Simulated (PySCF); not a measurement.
# IrBr₃: quintet, from a trigonal pyramidal start

Aim: relax IrBr₃ as a quintet from a trigonal pyramidal start, check by its vibrations whether the end is a minimum, and collect its spectrum and constants.

Program: PySCF 2.14.0. Level of theory: PBE0, basis Ir def2-TZVP with ECP60, Br def2-TZVP, scalar-relativistic core potentials, no spin–orbit coupling, density fitting. These are calculated values, not measurements.

**1. Where the work starts**

4 atoms, charge 0, spin multiplicity 5.

Bond lengths: Ir1–Br2 2.360 Å, Ir1–Br3 2.360 Å, Ir1–Br4 2.360 Å. Angles: Br2–Ir1–Br3 99.8°, Br2–Ir1–Br4 99.8°, Br3–Ir1–Br4 99.8°.

Coordinates in bohr (charge 0 multiplicity 5):
```
Ir    0.0000    0.0000    0.0000
Br    3.9378    0.0000    2.0938
Br   -1.9689    3.4102    2.0938
Br   -1.9689   -3.4102    2.0938
```

**2. Finding the electronic state**

The steps below are one call of a driver around PySCF. For each, scf.py gives the equivalent set-up of the SCF; relaxations use the driver's own optimiser. After this first run the driver tries any further starts and a stability analysis.

Contents of scf.py:

```python
from pyscf import gto, scf, dft
mol = gto.M(atom='''
Ir     0.000000     0.000000     0.000000
Br     2.083800     0.000000     1.108000
Br    -1.041900     1.804600     1.108000
Br    -1.041900    -1.804600     1.108000''',
    basis={'Ir': 'def2-TZVP', 'Br': 'def2-TZVP'},
    ecp={'Ir': 'def2-TZVP'},
    charge=0, spin=4)
mf = dft.UKS(mol, xc='PBE0')
mf.grids.atom_grid = (50, 194)
aux = {'Ir': 'def2-universal-JKFIT', 'Br': 'def2-universal-JKFIT'}
mf = mf.density_fit(auxbasis=aux)
mf.conv_tol = 1e-08
mf.diis_space = 10
mf.max_cycle = 60
mf.init_guess = 'minao'
mf.verbose = 4
mf.kernel()
```

Launch:

```bash
OMP_NUM_THREADS=8 python axn.py task.json out
```

Further steps of the session: Relaxing the quintet from the trigonal pyramidal start; Hessian and properties.

What does the calculation give? Wanted: minimum; geometry; wavenumbers; dipole moment; highest occupied, lowest empty level; polar-tensor charge of Ir1; zero-point energy; atomisation energy; ⟨S²⟩.

The runs gave:

| quantity | value |
| --- | --- |
| minimum | quintet, D3h |
| geometry | Ir–Br 2.361 Å (×3); Br–Ir–Br 120.0° (×3) |
| wavenumbers (cm⁻¹) | 45 (e'), 57 (a2''), 237 (a1'), 265 (e') |
| dipole moment | 0.00 D |
| highest occupied, lowest empty level (either spin) | -7.44, -4.95 eV |
| polar-tensor charge of Ir1 | +1.16 e |
| zero-point energy | 5.5 kJ/mol |
| entropy at 298.15 K | 397.6 J/(mol K) |
| atomisation energy (no zero-point energy) | 860 kJ/mol |
| ⟨S²⟩ | 6.013 |

In words: The trigonal pyramidal start (C3v) ends in a minimum of D3h symmetry. In the infrared the band at 265 cm⁻¹ (e', stretch) leads. Ir1 has a polar-tensor charge of +1.2 e (a dipole derivative, not a static charge), yet symmetry cancels the bond dipoles. Most of the spin sits on Ir1 (Mulliken spin 2.52, against 4 for the whole molecule). Only this shape and spin were tried, so other structures or states may lie lower. One determinant may miss the lowest occupation of an open d or f shell. With an element this heavy the missing spin–orbit coupling can shift these numbers.
